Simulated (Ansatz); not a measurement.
# InGaO: the cost of one run

Method: DFT PBE, scalar-relativistic, plane waves, PAW, in Ansatz 0.2.0.

### 1 The starting structure

Symmetry: P-6m2, No. 187, hexagonal system. The conventional cell has a = 4.011 Å, b = 4.011 Å, c = 4.462 Å, α = 90.00°, β = 90.00°, γ = 120.00°. In (site symmetry -6m2) is surrounded by 3 O at 2.32 Å. Ga (site symmetry -6m2) is surrounded by 6 In at 3.22 Å and 6 O at 3.22 Å. O (site symmetry -6m2) has 3 In at 2.32 Å and 6 Ga at 3.22 Å in its first shell of neighbours.

Coordinates:

```cif
data_structure
_symmetry_space_group_name_H-M 'P 1'
_symmetry_Int_Tables_number 1
_cell_length_a 4.0113
_cell_length_b 4.0113
_cell_length_c 4.4618
_cell_angle_alpha 90.000
_cell_angle_beta 90.000
_cell_angle_gamma 120.000
_cell_volume 62.18
loop_
_atom_site_label
_atom_site_type_symbol
_atom_site_fract_x
_atom_site_fract_y
_atom_site_fract_z
_atom_site_occupancy
In1 In 0.66667 0.33333 0.50000 1
Ga1 Ga 0.00000 0.00000 0.00000 1
O1 O 0.33333 0.66667 0.50000 1
```

A structure generator made this guess: species swapped into a database cell of SrAlGe (P-6m2, No. 187), with Ga on the Sr sites, In on the Al sites and O on the Ge sites. Lengths come from tabulated atomic sizes and are only a guess.

### 2 Probe: one point on a coarse mesh

Input file input.yaml:

```yaml
crystal:
  lattice:
    - [4.01132847, 0.0, 0.0]
    - [-2.00566423, 3.47391235, 0.0]
    - [0.0, 0.0, 4.46180413]
  atoms:
    - { symbol: In, position: [0.66666667, 0.33333333, 0.5] }
    - { symbol: Ga, position: [0.0, 0.0, 0.0] }
    - { symbol: O, position: [0.33333333, 0.66666667, 0.5] }
basis:
  ecutwfc: 420
kpoints:
  mp_grid: { grid: [6, 6, 4] }
hamiltonian:
  xc: pbe
scf:
  occupations: { method: gaussian, width: 0.1 }
  lower_state_search: "off"
output:
  forces: true
  stress: true
  eigenvalues: true
```

On the command line:

```bash
> ansatz run input.yaml --threads 1 --pin off --max-ram 2560MiB --backend cpu --events-out ev --progress --plain --runs-dir out
```

Q: Estimate wall time and peak memory on 1 thread of Intel Xeon at 2.70GHz, shared host.

About 4 s, with a peak of 0.36 GiB.
